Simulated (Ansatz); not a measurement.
**CuCH2 (doublet): from a generated start to a stationary point**

Aim: relax a generated start of CuCH2 (doublet) and see which bonds hold.

Computed with Ansatz 0.2.0, Gaussian basis. Level: UKS PBE0/def2-TZVP.

## Step 1: The starting structure

4 atoms, charge 0, spin multiplicity 2.

Atoms are counted from 1 here; the program's logs count them from 0.

Bond lengths: Cu1–C2 1.880 Å, C2–H3 1.081 Å, C2–H4 1.081 Å. Angles: Cu1–C2–H3 125.4°, Cu1–C2–H4 125.4°, H3–C2–H4 109.2°.

Coordinates:

```xyz
4
charge 0, multiplicity 2
Cu   -0.3562    0.0000   -0.0008
C     1.5238   -0.0001    0.0033
H     2.1503    0.8806    0.0022
H     2.1502   -0.8808    0.0073
```

The start was built by rule and, where that kept it together, relaxed with GFN2-xTB. Sticks and bond lists go by distance. 

## Step 2: Relaxation

The input, in.yaml:

```yaml
crystal:
  periodic: [false, false, false]
  atoms:
    - {symbol: Cu, position_ang: [-0.356228, 0.000017, -0.000782]}
    - {symbol: C, position_ang: [1.523832, -0.000073, 0.003344]}
    - {symbol: H, position_ang: [2.150257, 0.880599, 0.002168]}
    - {symbol: H, position_ang: [2.150161, -0.880806, 0.007269]}
basis:
  gaussian: {orbitals: def2-TZVP}
magnetization: {spin_polarized: true, initial_magnetization: 1}
hamiltonian: {xc: pbe0}
relax: {f_tol: 0.004, max_steps: 80}
```

Command:

```
$ ansatz run in.yaml --threads 1 --pin off --events-out ev --progress --plain --max-ram 2176MiB
```

Before running it: what results should come out? Wanted: energy gained; shift from the start; total energy; dipole moment; ⟨S²⟩.

**Answer**, as computed:

| quantity | value |
| --- | --- |
| steps | 5 |
| energy gained | 0.035 eV |
| shift from the start (rms) | 0.043 Å |
| total energy | -45700.3801 eV |
| dipole moment | 2.51 D |
| ⟨S²⟩ | 0.759 |

What this shows: The bonds of the start are those of the end. Cu1–C2 went from 1.880 to 1.844 Å. No vibrations were run, so this is a stationary point, not a proven minimum, and this spin need not be the ground state's.
